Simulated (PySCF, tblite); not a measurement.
**C₃F₆P₂: geometry, infrared bands and NMR shifts**

Wanted: the infrared bands and NMR shifts of C₃F₆P₂ (`FC(F)(F)P(C#P)C(F)(F)F`), by calculation.

Programs: tblite 0.8.0 and PySCF 2.14.0, with density-fitted response routines of our own. Each step states its level of theory. These are calculated values for one molecule in the gas phase, unless marked as measured. Atoms count from 0, in the outputs and in this text.

## Step 1: The molecule as given

11 atoms, charge 0, multiplicity 1; geometry from: force field or distance geometry start.

Bonds of the start (Å): F0–C1 1.37, C1–F2 1.40, C1–F3 1.39, C1–P4 1.88, P4–C5 1.82, C5–P6 1.54, P4–C7 1.87, C7–F8 1.39, C7–F9 1.39, C7–F10 1.39.

## Step 2: Geometry optimisation with GFN2-xTB

What the job is given:

```
{"job": {"kind": "relax", "xc": "GFN2-xTB", "basis": "xTB"}, "charge": 0, "multiplicity": 1}
F      1.290600     0.161600    -1.304500
C      1.503500    -0.022800     0.037500
F      1.982600    -1.315900     0.255600
F      2.471100     0.876000     0.461200
P     -0.052800     0.236500     1.060400
C     -0.593200     1.734700     0.181800
P     -1.044100     3.012200    -0.559400
C     -1.166500    -0.938900     0.128600
F     -0.738500    -2.243900     0.331500
F     -2.463600    -0.817900     0.616000
F     -1.183700    -0.678900    -1.234500
```

On the command line:

```bash
OMP_NUM_THREADS=1 python probes_run.py task.json out
```

This one command runs all jobs of the session in turn.

**Question.** This job is followed by: GFN2-xTB harmonic vibrations, gas phase; GIAO PBE0/pcSseg-1 NMR shielding, non-relativistic, gas phase. What will the session give for the following? strongest single infrared mode (GFN2-xTB); zero-point energy (GFN2-xTB); 13C shifts against TMS (PBE0/pcSseg-1, means over atoms taken as alike); 19F shifts against CFCl3 (PBE0/pcSseg-1, means over atoms taken as alike); 31P shifts against H3PO4 (PBE0/pcSseg-1).

The runs gave:

| quantity | value |
| --- | --- |
| strongest single infrared mode (GFN2-xTB) | 1094 cm⁻¹, 493 km/mol |
| zero-point energy (GFN2-xTB) | 20.7 kcal/mol |
| 13C shifts against TMS (PBE0/pcSseg-1, means over atoms taken as alike) | 171.9, 137.6 ppm |
| 19F shifts against CFCl3 (PBE0/pcSseg-1, means over atoms taken as alike) | -63.0 ppm |
| 31P shifts against H3PO4 (PBE0/pcSseg-1) | 179.8, -21.2 ppm |

**Reading.** The optimisation took 26 steps and gained 0.451 eV; among the close pairs (by a distance rule), P4–C5 changed most, from 1.819 to 1.738 Å. No mode is imaginary among the 27: a minimum at this level. The strongest single mode, at 1094 cm⁻¹, is carried by C1, C7, F2, F8. Unscaled tight-binding wavenumbers are off by several per cent, some by more. Its intensities can rank the bands wrongly. At PBE0/pcSseg-1: The largest span, 942 ppm, is at P6, where the paramagnetic term is -831 ppm.
